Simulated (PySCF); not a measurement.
# C5H5Al: the cost of one run

The runs use PySCF 2.14.0, with density-fitted response routines of our own; the level of theory stands in each step. All values are computed, except where a source is named. Atoms are numbered from 0 throughout.

## (1) The molecule as given

11 atoms, charge 0, multiplicity 1; geometry from: GFN2-xTB. The atoms were then displaced at random by about 0.01 Å, so the start is not that level's minimum.

Bonds of the start (Å): C0–C1 1.21, C1–Al2 1.95, Al2–C3 1.93, Al2–C4 1.96, C4–C5 1.20, C0–H6 1.07, C3–H7 1.10, C3–H8 1.09, C3–H9 1.12, C5–H10 1.06.

## (2) Geometry optimisation at PBE0-D3(BJ)/def2-SVP

Job settings and geometry (Å):

```
{"job": {"xc": "PBE0", "basis": "def2-SVP", "d3": "d3bj", "grid": 1, "shake": 0.01, "kind": "geom"}, "charge": 0, "multiplicity": 1}
C      1.706460     2.582810     0.409670
C      1.033220     1.597630     0.212390
Al    -0.043440    -0.002360    -0.103100
C     -1.963910     0.118780    -0.295690
C      0.882420    -1.725580    -0.213950
C      1.445610    -2.784090    -0.269010
H      2.261760     3.481480     0.573110
H     -2.462560    -0.853200    -0.157650
H     -2.304720     0.480420    -1.261880
H     -2.449360     0.802350     0.442730
H      1.932630    -3.724070    -0.312360
```

Run with:

```
$ OMP_NUM_THREADS=1 python probes_run.py task.json out
```

This one command runs all jobs of the session in turn.

Q: Estimate the wall time and peak memory of this first job on 1 thread of Arm Neoverse N1, shared host.

About 44 s, with a peak of 0.45 GiB.
